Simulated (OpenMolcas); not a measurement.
**Ni³⁺ among point charges: CASSCF levels and susceptibility**

How does a field of 5 point charges split the states of Ni³⁺, and what χT follows?

Method: state-averaged CASSCF, spin-orbit coupling by RASSI with atomic mean-field integrals. Code: OpenMolcas 26.06.

1 further run of the same task is left out (it didn't finish).

## 1. Starting point

- Species: Ni³⁺ (nickel, Z = 28, 25 electrons)
- Basis: ANO-RCC-VTZP [6s5p3d2f1g], 59 functions
- Scalar Hamiltonian: DKH2, point nucleus
- Inactive shells: 1s 2s 2p 3s 3p
- Active space: 7 electrons in 5 orbitals (3d)
- Some configurations of this space: 3d⁷
- Orbitals: optimised for each spin and parity, averaged over all roots

The outer shells:

3d7
```
3d [↑↓][↑↓][↑ ][↑ ][↑ ]
```

The ion sits among 5 point charges of -2.5 e arranged as a square pyramid (C4v), 1.7 Å from the ion. The active orbitals were held to one l.

Each step is its own input file, run in one work folder so that later steps find the files of earlier ones. Labels, J, g values, rates, χT and fits are worked out afterwards by a script from the matrices that RASSI stores.

## 2. GATEWAY and SEWARD: basis and integrals

The input, a.inp:

```
&GATEWAY
Coord
1

Ni 0.0 0.0 0.0
Basis=ANO-RCC-VTZP
Group=NoSym
NoMove
AngMom=0.0 0.0 0.0
AMFI
XField
5 Angstrom 0
1.700000 0.000000 0.000000 -2.500000
0.000000 1.700000 0.000000 -2.500000
-1.700000 0.000000 0.000000 -2.500000
0.000000 -1.700000 0.000000 -2.500000
0.000000 0.000000 1.700000 -2.500000
&SEWARD
```

On the command line:

```
OMP_NUM_THREADS=1 MOLCAS_MEM=1689 MOLCAS_PROJECT=a pymolcas a.inp > a.log
```

## 3. Reference wave functions, quartets, 10 roots

The input, a.inp:

```
&RASSCF
FileOrb=start.orb
Symmetry=1
Spin=4
nActEl=7 0 0
Inactive=9
Ras2=5
CIRoot=10 10 1
SDav=10
CIMx=300
Iter=120 100
PrWF=0.3
OrbListing=Nothing
MaxOrb=0
SupSym
1
15 10 11 12 13 14 27 28 29 30 31 32 33 34 35 36
>>> COPY $Project.JobIph JOB001
```

start.orb holds the contracted functions of the basis, ordered by shell, or the orbitals of the step before.

## 4. Reference wave functions, doublets, 40 roots

The input, a.inp:

```
&RASSCF
FileOrb=start.orb
Symmetry=1
Spin=2
nActEl=7 0 0
Inactive=9
Ras2=5
CIRoot=40 40 1
SDav=40
CIMx=300
Iter=120 100
PrWF=0.3
OrbListing=Nothing
MaxOrb=0
SupSym
1
15 10 11 12 13 14 27 28 29 30 31 32 33 34 35 36
>>> COPY $Project.JobIph JOB002
```

## 5. RASSI: spin-orbit coupling between the states

The input, a.inp:

```
&RASSI
NrOfJobIphs=2 10 40
1 2 3 4 5 6 7 8 9 10
1 2 3 4 5 6 7 8 9 10 11 12 13 14 15 16 17 18 19 20 21 22 23 24 25 26 27
28 29 30 31 32 33 34 35 36 37 38 39 40
IphNames
JOB001
JOB002
EJob
SpinOrbit
DIPRint=1.0
SOCoupling=1000.0
Subsets=2
Property=9
'ANGMOM' 1 'ANGMOM' 2 'ANGMOM' 3 'MLTPL  1' 1 'MLTPL  1' 2 'MLTPL  1' 3
'AMFI' 1 'AMFI' 2 'AMFI' 3
SOProperty=3
'ANGMOM' 1 'ANGMOM' 2 'ANGMOM' 3
```

Before running it: what results should come out? Wanted: spin-free ground state; first state of the same spin within the active space; lowest level; next level.

The runs gave:

| quantity | value |
| --- | --- |
| method | CASSCF |
| spin-free ground state | quartet, 1-fold in its orbital part |
| first state of the same spin within the active space | quartet at 3150 cm⁻¹ |
| lowest level | 2-fold, g = 1.96, 5.29, 5.29 |
| next level | 177.4 cm⁻¹ |
| χT at 300 K | 3.05 cm³ K/mol |
| effective moment at 300 K | 4.94 μB |

In words: The spin-free ground state (quartet) comes to 95 % from free-ion F terms and keeps the highest spin of the shell. χT at 300 K is 3.05, against 1.88 cm³ K/mol for the spin alone, so orbital moment adds to it. An active space of the d shell alone favours high spin; real ions in strong fields can be low spin. The field of point charges can differ much from that of real complexes. With metal d orbitals alone active, the gaps between spin states are rough; where two lie within a few thousand cm-1, their order is open. Point charges carry no covalency, so the field is a model and not that of real ligands.
